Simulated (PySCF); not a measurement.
# TcH₃⁺: relaxation and vibrations of the quartet

Aim: relax TcH₃⁺ as a quartet from a PBE0 minimum start, check by its vibrations whether the end is a minimum, and collect its spectrum and constants.

Program: PySCF 2.14.0. Level of theory: PBE0, basis Tc def2-TZVP with ECP28, H def2-TZVP, scalar-relativistic core potentials, no spin–orbit coupling, density fitting. These are calculated values, not measurements.

## 1. Starting geometry

4 atoms, charge 1, spin multiplicity 4.

Bond lengths: Tc1–H2 1.683 Å, Tc1–H3 1.700 Å, Tc1–H4 1.595 Å. Angles: H2–Tc1–H3 32.5°, H2–Tc1–H4 67.3°, H3–Tc1–H4 99.8°.

Z-matrix (Å, degrees; charge 1 multiplicity 4):
```
Tc
H  1 1.6828
H  1 1.7000 2 32.52
H  1 1.5951 2 67.32 3 180.00
```

## 2. Finding the electronic state

The steps below are one call of a driver around PySCF. For each, scf.py gives the equivalent set-up of the SCF; relaxations use the driver's own optimiser. After this first run the driver tries any further starts and a stability analysis.

File scf.py:

```python
from pyscf import gto, scf, dft
mol = gto.M(atom='''
Tc    -0.002924     0.000000    -0.037222
H      0.381173    -0.000000     1.601164
H      1.214030    -0.000000     1.149848
H     -1.295394    -0.000000     0.897607''',
    basis={'Tc': 'def2-TZVP', 'H': 'def2-TZVP'},
    ecp={'Tc': 'def2-TZVP'},
    charge=1, spin=3)
mf = dft.UKS(mol, xc='PBE0')
mf.grids.atom_grid = (50, 194)
aux = {'Tc': 'def2-universal-JKFIT', 'H': 'def2-universal-JKFIT'}
mf = mf.density_fit(auxbasis=aux)
mf.conv_tol = 1e-08
mf.diis_space = 10
mf.max_cycle = 60
mf.init_guess = 'minao'
mf.verbose = 4
mf.kernel()
```

Launch:

```bash
$ OMP_NUM_THREADS=2 python axn.py task.json out
```

Standard output:

```text
init E= -75.2342874315543
[... the frontier-level lines of each cycle are left out ...]
cycle= 1 E= -82.1627841811596  delta_E= -6.93  |g|= 0.338  |ddm|= 2.68
cycle= 2 E= -82.112357800782  delta_E= 0.0504  |g|= 0.475  |ddm|= 0.539
cycle= 3 E= -82.2088201880865  delta_E= -0.0965  |g|= 0.0802  |ddm|= 0.393
cycle= 4 E= -82.2122577955605  delta_E= -0.00344  |g|= 0.029  |ddm|= 0.0727
cycle= 5 E= -82.2128069750151  delta_E= -0.000549  |g|= 0.0082  |ddm|= 0.0283
cycle= 6 E= -82.2129340975706  delta_E= -0.000127  |g|= 0.00428  |ddm|= 0.0156
cycle= 7 E= -82.2129900476321  delta_E= -5.6e-05  |g|= 0.00221  |ddm|= 0.0132
cycle= 8 E= -82.2130021034612  delta_E= -1.21e-05  |g|= 0.000443  |ddm|= 0.00681
cycle= 9 E= -82.213003045728  delta_E= -9.42e-07  |g|= 0.000151  |ddm|= 0.00206
cycle= 10 E= -82.2130031662372  delta_E= -1.21e-07  |g|= 5.75e-05  |ddm|= 0.000777
cycle= 11 E= -82.2130031824349  delta_E= -1.62e-08  |g|= 2.32e-05  |ddm|= 0.000261
cycle= 12 E= -82.2130031859834  delta_E= -3.55e-09  |g|= 8.99e-06  |ddm|= 0.000134
Extra cycle  E= -82.213003186321  delta_E= -3.38e-10  |g|= 6.43e-06  |ddm|= 2.65e-05
converged SCF energy = -82.213003186321  <S^2> = 3.7816913  2S+1 = 4.0158144
```

This step, with its further starts and checks, ran for 3 s (2 threads of AMD EPYC 9R45 (Zen 5), shared host).

Energies from each starting density:

```tsv
start	energy (Eh)
the minimal-basis guess	-82.213003
a thermally smeared density	-82.213003
a smeared PBE density	-82.213003
```

The test of internal stability and the other starts found no lower solution of this spin.

## 3. PBE0 minimum start, quartet: relaxation

The program finds Cs symmetry in the start, which this walk keeps. The walk stops when the largest gradient is under 0.0003 Eh/bohr and the energy has settled too.

scf.py, as its differences from that of step 2:

```diff
@@ -3,4 +3,4 @@
-Tc    -0.002924     0.000000    -0.037222
-H      0.381173    -0.000000     1.601164
-H      1.214030    -0.000000     1.149848
-H     -1.295394    -0.000000     0.897607''',
+Tc    -0.003051     0.000000    -0.037179
+H      0.381046     0.000000     1.601207
+H      1.213903     0.000000     1.149891
+H     -1.295521     0.000000     0.897650''',
@@ -17 +16,0 @@
-mf.init_guess = 'minao'
```

Steps of the walk:

```tsv
step	energy (Eh)	change (kJ/mol)	largest symmetric gradient (Eh/bohr)
0	-82.213003	0.00	0.00005
```

The walk took under 0.5 s.

After 0 steps and 0.0 kJ/mol it ends at Cs: H–H 0.947 Å, Tc–H 1.595 Å, Tc–H 1.683 Å, Tc–H 1.700 Å; H–H–Tc 72.7°, H–H–Tc 74.7°, H–Tc–H 32.5°, H–Tc–H 67.3°, H–Tc–H 99.8°.

## 4. Vibrations and properties at this point

The point is checked on the finer grid, and tightened if its gradient asks for it. The Hessian and the dipole derivatives come from central differences of analytic gradients, with steps of 0.02 bohr.

scf.py, as its differences from that of step 3:

```diff
@@ -3,4 +3,4 @@
-Tc    -0.003051     0.000000    -0.037179
-H      0.381046     0.000000     1.601207
-H      1.213903     0.000000     1.149891
-H     -1.295521     0.000000     0.897650''',
+Tc    -0.002979     0.000000    -0.037193
+H      0.380988     0.000000     1.601190
+H      1.213808     0.000000     1.149856
+H     -1.295440     0.000000     0.897715''',
@@ -11 +11 @@
-mf.grids.atom_grid = (50, 194)
+mf.grids.atom_grid = (75, 302)
@@ -14 +14 @@
-mf.conv_tol = 1e-08
+mf.conv_tol = 1e-10
```

This SCF starts from the last density.

Log of the central SCF (cycles and frontier levels):

```text
init E= -82.2129629623131
[... the frontier-level lines of each cycle are left out ...]
cycle= 1 E= -82.2129629623086  delta_E= 4.46e-12  |g|= 5e-06  |ddm|= 5.88e-06
Extra cycle  E= -82.2129629622861  delta_E= 2.25e-11  |g|= 8.71e-06  |ddm|= 9.57e-06
converged SCF energy = -82.2129629622861  <S^2> = 3.7816852  2S+1 = 4.0158113
```

The whole step took 19 s.

Geometry: Cs; H–H 0.947 Å, Tc–H 1.595 Å, Tc–H 1.683 Å, Tc–H 1.700 Å; H–H–Tc 72.7°, H–H–Tc 74.7°, H–Tc–H 32.5°, H–Tc–H 67.3°, H–Tc–H 99.8°.

Harmonic modes (main isotopes):

```json
{"symmetry": "a''", "ω (cm⁻¹)": "413", "IR (km/mol)": "7.9"}
{"symmetry": "a'", "ω (cm⁻¹)": "812", "IR (km/mol)": "96.6"}
{"symmetry": "a'", "ω (cm⁻¹)": "960", "IR (km/mol)": "135"}
{"symmetry": "a'", "ω (cm⁻¹)": "1922", "IR (km/mol)": "8.9"}
{"symmetry": "a'", "ω (cm⁻¹)": "2102", "IR (km/mol)": "6.1"}
{"symmetry": "a'", "ω (cm⁻¹)": "2336", "IR (km/mol)": "31.7"}
```

Every mode is real; the point is a minimum.

Constants and moments:

```
Dipole moment about the centre of mass                          : 1.12 D
Highest occupied level                                          : -13.53 eV
Lowest empty level                                              : -9.22 eV
Rotational constants                                            : 5.736, 3.211, 2.059 cm⁻¹
Zero-point energy                                               : 51.1 kJ/mol
Principal polarisabilities                                      : 22.3, 25.3, 34.0 bohr³
Principal traceless quadrupole moments about the centre of mass : -2.39, -1.29, 3.68 D Å
Entropy at 298.15 K and 1 bar (electronic part: spin only)      : 251.8 J/(mol K)
Heat capacity Cp at 298.15 K                                    : 43.8 J/(mol K)
Enthalpy at 298.15 K above 0 K                                  : 11.01 kJ/mol
Rotational symmetry number                                      : 1
Spin squared ⟨S²⟩                                               : 3.782
```

Populations by atom (charges in e):

```json
{"atom": "Tc1", "Mulliken": "0.62", "Löwdin": "0.65", "polar tensor": "0.89", "spin (Mulliken)": "3.22", "Mayer order to Tc1": "–"}
{"atom": "H2", "Mulliken": "0.16", "Löwdin": "0.15", "polar tensor": "0.16", "spin (Mulliken)": "-0.04", "Mayer order to Tc1": "0.57"}
{"atom": "H3", "Mulliken": "0.10", "Löwdin": "0.13", "polar tensor": "0.04", "spin (Mulliken)": "-0.05", "Mayer order to Tc1": "0.61"}
{"atom": "H4", "Mulliken": "0.12", "Löwdin": "0.07", "polar tensor": "-0.08", "spin (Mulliken)": "-0.14", "Mayer order to Tc1": "0.96"}
```

Outer orbital energies (eV). α occupied: -56.21, -55.76, -20.37, -16.45, -15.24, -14.94, -14.76, -14.37; empty: -8.75, -7.80, -6.14, -3.39. β occupied: -82.81, -53.70, -53.49, -52.84, -20.16, -15.92, -13.53; empty: -9.22, -8.85, -8.78, -7.73.

Mulliken populations on Tc1 (outside its core potential): s 2.50, p 6.15, d 5.73, f 0.01.

## 5. Summary of results

```
                                          quantity                                                                                                                        value
                                           minimum                                                                                                                  quartet, Cs
                                          geometry  H–H 0.947 Å, Tc–H 1.595 Å, Tc–H 1.683 Å, Tc–H 1.700 Å; H–H–Tc 72.7°, H–H–Tc 74.7°, H–Tc–H 32.5°, H–Tc–H 67.3°, H–Tc–H 99.8°
                                wavenumbers (cm⁻¹)                                                               413 (a''), 812 (a'), 960 (a'), 1922 (a'), 2102 (a'), 2336 (a')
                    dipole moment (centre of mass)                                                                                                                       1.12 D
highest occupied, lowest empty level (either spin)                                                                                                             -13.53, -9.22 eV
                        polar-tensor charge of Tc1                                                                                                                      +0.89 e
                                 zero-point energy                                                                                                                  51.1 kJ/mol
                               entropy at 298.15 K                                                                                                              251.8 J/(mol K)
                                              ⟨S²⟩                                                                                                                        3.782
```

The molecule stays Cs, as typed, and the end point is a minimum. The strongest infrared band lies at 960 cm⁻¹ (a'). Most of the spin sits on Tc1 (Mulliken spin 3.22, against 3 for the whole molecule). Other starts or spin states, not run here, may lie lower. One determinant may miss the lowest occupation of an open d or f shell.

The search up to here took 22 s.
